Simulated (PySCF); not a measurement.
# H18N3Si6V (V(N(SiH3)2)3): the cost of one run

Computed with PySCF 2.14.0 and routines of our own; the level stands in each step. Atoms count from 0.

### Step 1. The starting structure

28 atoms, charge 0, states of the metal's open shell are computed; geometry from: GFN2-xTB.

### Step 2. Ligand-field states: state-averaged CASSCF

What the job is given:

```
{"job": {"kind": "lf", "basis": {"metal": "x2c-TZVPall", "ligand": "x2c-SVPall"}, "nevpt": true, "tol": 5}, "charge": 0, "metal": "V", "open_shell": "d2"}
V      0.000000     0.000000     0.000000
N      1.751953    -0.220912    -0.326905
Si     2.583970     0.001872    -1.820873
Si     2.442319    -0.055310     1.244247
H      2.974799     1.414091    -2.024256
H      1.673531    -0.460078    -2.887595
H      3.822056    -0.798009    -1.807523
H      3.858633    -0.450218     1.198105
H      1.750468    -0.945090     2.217078
H      2.395865     1.353273     1.728136
N     -1.038475     1.408366    -0.323948
Si    -0.613314     2.639957    -1.453402
Si    -2.287107     1.398677     0.865152
H     -1.718523     3.603786    -1.589147
H     -0.352536     1.990443    -2.754461
H      0.571121     3.378654    -0.957941
H     -1.681771     1.332975     2.228735
H     -3.217543     0.279012     0.634153
H     -3.046640     2.656605     0.788410
N     -0.881670    -1.576172    -0.334344
Si    -0.979543    -2.633077     1.023663
Si    -1.220293    -2.028444    -1.966416
H     -2.099390    -3.570767     0.848658
H     -1.227161    -1.822126     2.245921
H      0.259638    -3.426862     1.175732
H     -0.085742    -2.771810    -2.558447
H     -1.528390    -0.801010    -2.737798
H     -2.390981    -2.925472    -1.988080
```

Level: state-averaged CASSCF of the metal d shell, SC-NEVPT2 on the averaged canonical orbitals, state-interaction spin-orbit coupling.

Started as:

```bash
$ OMP_NUM_THREADS=1 python lf_run.py task.json out
```

The driver reads the jobs from task.json and runs them one after another.

Q: Estimate the wall time and peak memory of this first job on 1 thread of Intel Xeon 6975P-C, shared host.

About 73 s, with a peak of 1 GiB.
